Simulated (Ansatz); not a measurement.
**SiAsH3 (triplet): from Hartree-Fock to the top rungs at a displaced geometry (v2), cc-pVDZ**

One table from this session's results is given with a row withheld; the runs are named, their logs left out.

Program: Ansatz 0.2.0, Gaussian basis. Level of theory: cc-pVDZ, core rule «outside noble gas», up to 19 orbitals frozen. These are calculated values, not measurements.

Plan: UHF; CCSD(T) on ROHF; CCSD(T) on UHF; BCCD(T) on ROHF; CISD; CCSDT(Q) on ROHF; CCSDT(Q) on UHF.

23 further runs of the same task are left out: 2 for a known fault of the program, 13 that didn't finish, 8 set aside as unsound or not needed.

### The system

The geometry is a PBE0/def2-TZVP stationary point (not a proven minimum) with its atoms shifted at random (size 0.100 Å). No spin-orbit coupling is included. The filled d shell of As may be among the frozen orbitals whatever the setting's name suggests; the logs give the count.

5 atoms, charge 0, spin multiplicity 3.

Atoms are counted from 1 here; the program's logs count them from 0.

Bond lengths: Si1–As2 2.192 Å, Si1–H3 1.500 Å, Si1–H4 1.546 Å, Si1–H5 1.640 Å. Angles: As2–Si1–H3 113.5°, As2–Si1–H4 109.6°, As2–Si1–H5 112.8°, H3–Si1–H4 108.8°, H3–Si1–H5 107.0°, H4–Si1–H5 104.7°.

The first run:

The input, in.yaml:

```yaml
crystal:
  periodic: [false, false, false]
  atoms:
    - {symbol: Si, position_ang: [-1.532125, -0.015517, -0.003530]}
    - {symbol: As, position_ang: [0.659701, 0.009304, 0.002170]}
    - {symbol: H, position_ang: [-2.145785, 1.353101, 0.003263]}
    - {symbol: H, position_ang: [-2.045030, -0.798358, 1.227572]}
    - {symbol: H, position_ang: [-2.154163, -0.813914, -1.293768]}
basis:
  gaussian: {orbitals: cc-pVDZ}
magnetization: {spin_polarized: true, initial_magnetization: 2}
hamiltonian: {xc: hf}
output: {orbitals: {seedname: orbitals}}
```

The run is started by

```sh
> ansatz run in.yaml --threads 1 --pin off --events-out ev --progress --plain --max-ram 2393MiB
```

Steps of the session up to this table: UHF; CCSD(T) on ROHF; CCSD(T) on UHF; BCCD(T) on ROHF; CISD; CCSDT(Q) on ROHF; CCSDT(Q) on UHF.

One of the session's tables, all rows but one given; the rest of the session is left out.

| method | from UCCSDT(Q) (meV) |
| --- | --- |
| ROHF | +6084.3 |
| UHF | +5944.0 |
| RMP2 | +1262.0 |
| UMP2 | +1274.4 |
| CISD | +674.2 |
| RCCSD | +188.2 |
| UCCSD | ? |
| RCCSD(T) | +43.5 |
| UCCSD(T) | +35.7 |
| BCCD(T) | +42.5 |
| RCCSDT | +14.5 |
| UCCSDT | +6.7 |
| RCCSDT(Q) | +7.9 |
| UCCSDT(Q) | 0 |

Estimate the missing values for UCCSD.

**Answer.** from UCCSDT(Q) (meV): +177.4. In the column «from UCCSDT(Q) (meV)» it lies between RCCSD(T) (+43.5) and RCCSD (+188.2).

Among the levels timed on like hardware and quicker than the yardstick, those that no quicker one beats, quickest first: CISD (3 s, +674.2 meV); RCCSD(T) (3.3 s, +43.5 meV); UCCSD(T) (3.5 s, +35.7 meV).

Caveats from the session: Restricted and unrestricted rows rest on different reference determinants; where their highest levels disagree by more than a few hundredths of an eV, they describe different states and don't form one ladder.
